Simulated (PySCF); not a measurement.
**Solver options tried on BiF (triplet)**

The same problem is solved with other solver options, one edit a run.

Computed with PySCF 2.14.0. Level: method and basis as typed in the scripts.

1 further run of the same task is left out (it didn't finish).

## (1) The starting structure

BiF (triplet): 2 atoms, charge 0, spin multiplicity 3.

Bond lengths: Bi1–F2 1.868 Å.

## (2) Base script

Input file input.py:

```python
from pyscf import gto, scf, tdscf

mol = gto.M(
    atom='Bi 0 0 0; F 0 0 1.868',
    basis='crenbl',
    ecp={'Bi': 'crenbl', 'F': 'crenbl'},
    charge=0,
    spin=2,
    verbose=4,
)
mf = scf.UHF(mol)
mf.kernel()
td = tdscf.TDA(mf)
td.nstates = 3
td.kernel()
td.analyze(verbose=3)
mf.dip_moment()
print('orbital energies (hartree):', [e[max(0, n-3):n+3].round(4) for e, n in zip(mf.mo_energy, mol.nelec)])
```

On the command line:

```bash
$ python input.py
```

Its log is not repeated here.

In short: E(SCF) = -94.259401 Eh, 12 cycles, ⟨S²⟩ = 2.012, μ = 2.50 D, excitations 3.73, 3.73, 6.58 eV.

The bond length is a typed value, not an optimised one. The triplet is typed in the script; nothing here shows that it is the ground state.

## (3) Initial guess atom

Edit 1 changes initial guess: minao → atom.

Input file input.py:

```python
from pyscf import gto, scf, tdscf

mol = gto.M(
    atom='Bi 0 0 0; F 0 0 1.868',
    basis='crenbl',
    ecp={'Bi': 'crenbl', 'F': 'crenbl'},
    charge=0,
    spin=2,
    verbose=4,
)
mf = scf.UHF(mol)
mf.init_guess = 'atom'
mf.kernel()
td = tdscf.TDA(mf)
td.nstates = 3
td.kernel()
td.analyze(verbose=3)
mf.dip_moment()
print('orbital energies (hartree):', [e[max(0, n-3):n+3].round(4) for e, n in zip(mf.mo_energy, mol.nelec)])
```

On the command line:

```bash
$ python input.py
```

## (4) Initial guess chk

Edit 2 changes initial guess: minao → chk.

input.py: that of step 2 with these lines changed.

```diff
@@ -11,2 +11,3 @@
 mf = scf.UHF(mol)
+mf.init_guess = 'chk'
 mf.kernel()
```

## (5) Convergence threshold 1e-13 hartree

Edit 3 changes convergence threshold: default → 1e-13 hartree.

input.py: that of step 2 with these lines changed.

```diff
@@ -11,2 +11,3 @@
 mf = scf.UHF(mol)
+mf.conv_tol = 1e-13
 mf.kernel()
```

Q: Predict the outcome of this session. Wanted: for each run, E(SCF); from base; gap, α spin; SCF dipole; after the SCF.

The runs gave:

| run | E(SCF) (hartree) | from base (eV) | cycles | gap, α spin (eV) | SCF dipole (D) | after the SCF |
| --- | --- | --- | --- | --- | --- | --- |
| base | -94.259401 | 0 | 12 | 10.50 | 2.50 | lowest root found 3.73 eV |
| initial guess atom | -94.259401 | 0.0000 | 10 | 10.50 | 2.50 | lowest root found 3.73 eV |
| initial guess chk | -94.259401 | 0.0000 | 12 | 10.50 | 2.50 | lowest root found 3.73 eV |
| convergence threshold 1e-13 hartree | -94.259401 | 0.0000 | 15 | 10.50 | 2.50 | lowest root found 3.73 eV |

Distance from each run's final energy (log10 hartree) by cycle:

| run | cycle 1 | cycle 2 | cycle 3 | cycle 5 | cycle 8 | cycle 12 |
| --- | --- | --- | --- | --- | --- | --- |
| base | -0.6 | -1.6 | -3.1 | -4.7 | -7.2 | -11.0 |
| initial guess atom | -1.3 | -1.6 | -3.1 | -5.1 | -8.2 | done |
| initial guess chk | -0.6 | -1.6 | -3.1 | -4.7 | -7.2 | -11.0 |
| convergence threshold 1e-13 hartree | -0.6 | -1.6 | -3.1 | -4.7 | -7.2 | -10.7 |

What this shows: With initial guess atom or initial guess chk or convergence threshold 1e-13 hartree the SCF ends at the base energy. PySCF falls back to minao for a guess that it doesn't know or can't read, so that run repeats the base. With initial guess atom, initial guess chk the path hardly changes: 10 to 12 cycles against 12.
